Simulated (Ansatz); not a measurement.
# SrCl2 (fluorite type): from bands to localised orbitals

Aim: build maximally localised Wannier functions for SrCl2 (fluorite type) from several sets of trial orbitals, and check spreads and centres, and how well the models interpolate the bands. The runs, in order: PBE, anion s p, 4×4×4; PBE, anion s p, 6×6×6; PBE, anion p, 4×4×4; r2SCAN, anion s p, 4×4×4; r2SCAN, anion p, 4×4×4; HSE06, anion s p, 4×4×4; HSE06, cation s and anion p, disentangled, 4×4×4 (level, trial orbitals, Wannier mesh).

Method: plane waves, PAW, in Ansatz 0.2.0.

2 further runs of the same task are left out: 2 that didn't finish.

## 1. The system as given

The structure is cubic, space group Fm-3m (No. 225). Conventional cell: a = 6.995 Å, b = 6.995 Å, c = 6.995 Å, α = 90.00°, β = 90.00°, γ = 90.00°. Around Sr (site symmetry m-3m) lie 8 Cl at 3.03 Å. Cl (site symmetry -43m) is surrounded by 4 Sr at 3.03 Å.

Structure file:

```cif
data_structure
_symmetry_space_group_name_H-M 'P 1'
_symmetry_Int_Tables_number 1
_cell_length_a 4.9465
_cell_length_b 4.9465
_cell_length_c 4.9465
_cell_angle_alpha 60.000
_cell_angle_beta 60.000
_cell_angle_gamma 60.000
_cell_volume 85.58
loop_
_atom_site_label
_atom_site_type_symbol
_atom_site_fract_x
_atom_site_fract_y
_atom_site_fract_z
_atom_site_occupancy
Sr1 Sr 0.00000 0.00000 0.00000 1
Cl1 Cl 0.25000 0.25000 0.25000 1
Cl2 Cl 0.75000 0.75000 0.75000 1
```

Cell and atoms come from an earlier r2SCAN relaxation.

## 2. PBE, anion s p, 4×4×4

The input, input.yaml:

```yaml
crystal:
  lattice:
    - [0.0, 3.4977180853, 3.4977180853]
    - [3.4977180853, 0.0, 3.4977180853]
    - [3.4977180853, 3.4977180853, 0.0]
  atoms:
    - { symbol: Sr, position: [0.0, 0.0, 0.0] }
    - { symbol: Cl, position: [0.25, 0.25, 0.25] }
    - { symbol: Cl, position: [0.75, 0.75, 0.75] }
kpoints:
  mp_grid: { grid: [6, 6, 6] }
  band_path:
    path:
      - [[0.0, 0.0, 0.0], [0.5, 1.056158510723e-34, 0.5], [0.625, 0.25, 0.625]]
      - [[0.375, 0.375, 0.75], [0.0, 0.0, 0.0], [0.5, 0.5, 0.5], [0.5, 0.25, 0.75], [0.5, 1.056158510723e-34, 0.5]]
    npoints: 10
hamiltonian:
  xc: pbe
scf:
  occupations: { method: fixed }
  n_extra_bands: 6
output:
  forces: false
  stress: false
  eigenvalues: true
  wannier:
    kmesh: [4, 4, 4]
    projections: [{ species: Cl, l: s, shell: 3 }, { species: Cl, l: p, shell: 3 }]
    minimise: true
    write_hr: true
    conv_tol: 1.0e-08
    max_iter: 3000
  write_density: true
  write_potential: true
  elf: true
  volumetric_format: npy
```

Launch:

```
ansatz run input.yaml --threads 4 --pin off --max-ram 3686MiB --backend cpu --events-out ev --progress --plain --runs-dir out
```

The runs that follow: PBE, anion s p, 6×6×6; PBE, anion p, 4×4×4; r2SCAN, anion s p, 4×4×4; r2SCAN, anion p, 4×4×4; HSE06, anion s p, 4×4×4; HSE06, cation s and anion p, disentangled, 4×4×4.

**Question.** What will the summary of the whole plan be? Wanted: total spread, PBE, anion s p, 4×4×4; total spread, PBE, anion s p, 6×6×6; total spread, PBE, anion p, 4×4×4; total spread, r2SCAN, anion s p, 4×4×4; total spread, r2SCAN, anion p, 4×4×4; total spread, HSE06, anion s p, 4×4×4; total spread, HSE06, cation s and anion p, disentangled, 4×4×4; centres of the first set.

The runs gave:

| quantity | value |
| --- | --- |
| total spread, PBE, anion s p, 4×4×4 | 9.63 Å² over 8 functions |
| total spread, PBE, anion s p, 6×6×6 | 9.96 Å² over 8 functions |
| total spread, PBE, anion p, 4×4×4 | 8.58 Å² over 6 functions |
| total spread, r2SCAN, anion s p, 4×4×4 | 9.72 Å² over 8 functions |
| total spread, r2SCAN, anion p, 4×4×4 | 8.42 Å² over 6 functions |
| total spread, HSE06, anion s p, 4×4×4 | 10.15 Å² over 8 functions |
| total spread, HSE06, cation s and anion p, disentangled, 4×4×4 | 15.24 Å² over 7 functions |
| centres of the first set | 0.49 Å from the nearest atom |

What this shows: With PBE, anion s p, 4×4×4 the 8 functions move off the atoms, with a mean spread of 1.20 Å²; 86 % of the total is gauge invariant. The total spread goes from 9.63 Å² on 4×4×4 to 9.96 Å² on 6×6×6: finite differences in k understate it on coarse meshes, while the largest miss of a band goes from 0.01 to 0.00 eV. On one set and mesh the functional gives 9.63 (PBE), 9.72 (r2SCAN), 10.15 (HSE06) Å².
